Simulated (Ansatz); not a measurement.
# BF₂H₃Si: ionisation energy by level of theory

One table from this session's results is given with a row withheld; the runs are named, their logs left out.

The runs use Ansatz 0.2.0, Gaussian basis; unrestricted cation, the program's frozen cores in correlated methods.

Levels to be run: UKS PBE-D4/def2-TZVPP; UKS r2SCAN-D4/def2-TZVPP; UKS PBE0-D4/def2-TZVPP; UKS B3LYP-D4/def2-TZVPP; UKS wB97X-V/def2-TZVPP; UKS wB97M-V/def2-TZVPP; UKS B2PLYP/def2-TZVPP; UHF-CCSD(T)/def2-TZVPP; UHF-MP2/def2-QZVPP; extrapolation to the limit; then −ε(HOMO) from the neutral's earlier runs with LDA (SPW92), PBE-D4, revPBE-D4, BLYP-D4, r2SCAN-D4, B97M-V, PBE0-D4, B3LYP-D4, r2SCANh-D4, r2SCAN0-D4, HSE06-D4, BHLYP-D4, CAM-B3LYP-D4, LC-ωPBE, ωB97X-V, ωB97M-V.

### The relaxed structure

All runs share one geometry, relaxed beforehand with PBE0-D4 in a triple-zeta def2 set.

7 atoms, charge 0, spin multiplicity 1.

Atoms are counted from 1 here; the program's logs count them from 0.

Bond lengths: F1–B2 1.319 Å, B2–F3 1.320 Å, B2–Si4 2.035 Å, Si4–H5 1.484 Å, Si4–H6 1.488 Å, Si4–H7 1.486 Å. Angles: F1–B2–F3 116.2°, F1–B2–Si4 122.6°, F3–B2–Si4 121.2°, B2–Si4–H5 111.0°, B2–Si4–H6 108.5°, B2–Si4–H7 109.7°, H5–Si4–H6 109.2°, H5–Si4–H7 109.8°, H6–Si4–H7 108.6°.

The first run:

The input, in.yaml:

```yaml
crystal:
  periodic: [false, false, false]
  atoms:
    - {symbol: F, position_ang: [1.870547, -0.649796, 0.966167]}
    - {symbol: B, position_ang: [0.619315, -0.824626, 0.587099]}
    - {symbol: F, position_ang: [0.059884, -1.969545, 0.930821]}
    - {symbol: Si, position_ang: [-0.418448, 0.585919, -0.449207]}
    - {symbol: H, position_ang: [0.487371, 1.645908, -0.958565]}
    - {symbol: H, position_ang: [-1.423165, 1.196174, 0.462639]}
    - {symbol: H, position_ang: [-1.134205, -0.052034, -1.584555]}
basis:
  gaussian: {orbitals: def2-TZVPP}
total_charge: 1
magnetization: {spin_polarized: true, initial_magnetization: 1}
hamiltonian: {xc: pbe, dispersion: d4}
```

Started as:

```bash
$ ansatz run in.yaml --threads 4 --pin off --events-out ev --progress --plain --max-ram 10444MiB
```

Among the steps run: Cation, UKS PBE-D4/def2-TZVPP; Cation, UKS r2SCAN-D4/def2-TZVPP; Cation, UKS PBE0-D4/def2-TZVPP; Cation, UKS B3LYP-D4/def2-TZVPP; Cation, UKS wB97X-V/def2-TZVPP; Cation, UKS wB97M-V/def2-TZVPP; Cation, UKS B2PLYP (frozen core)/def2-TZVPP; Cation, UHF-CCSD(T)/def2-TZVPP; Cation, UHF-MP2/def2-QZVPP.

One table of the session follows, with a row left open; its other results are not shown here.

It belongs to the step «Ionisation energies side by side». Orbital estimates, from the neutral's runs:

| functional | −ε(HOMO) (eV) |
| --- | --- |
| LDA (SPW92) | 7.87 |
| PBE-D4 | 7.74 |
| revPBE-D4 | 7.69 |
| BLYP-D4 | 7.65 |
| r2SCAN-D4 | 8.06 |
| B97M-V | 8.16 |
| PBE0-D4 | 9.13 |
| B3LYP-D4 | 8.92 |
| r2SCANh-D4 | 8.57 |
| r2SCAN0-D4 | ? |
| HSE06-D4 | 8.72 |
| BHLYP-D4 | 10.45 |
| CAM-B3LYP-D4 | 10.55 |
| LC-ωPBE | 11.88 |
| ωB97X-V | 11.53 |
| ωB97M-V | 11.32 |

Q: Estimate the row for r2SCAN0-D4 from the others.

Worked estimate for «−ε(HOMO) (eV)». Against the share of exact exchange, r2SCAN-D4 (0, 8.06), r2SCANh-D4 (0.1, 8.57) give a slope of 5.10 per unit share; at 0.25 the line stands at 9.33.

As computed: −ε(HOMO) (eV): 9.33. In «−ε(HOMO) (eV)» the line misses by 0.00.
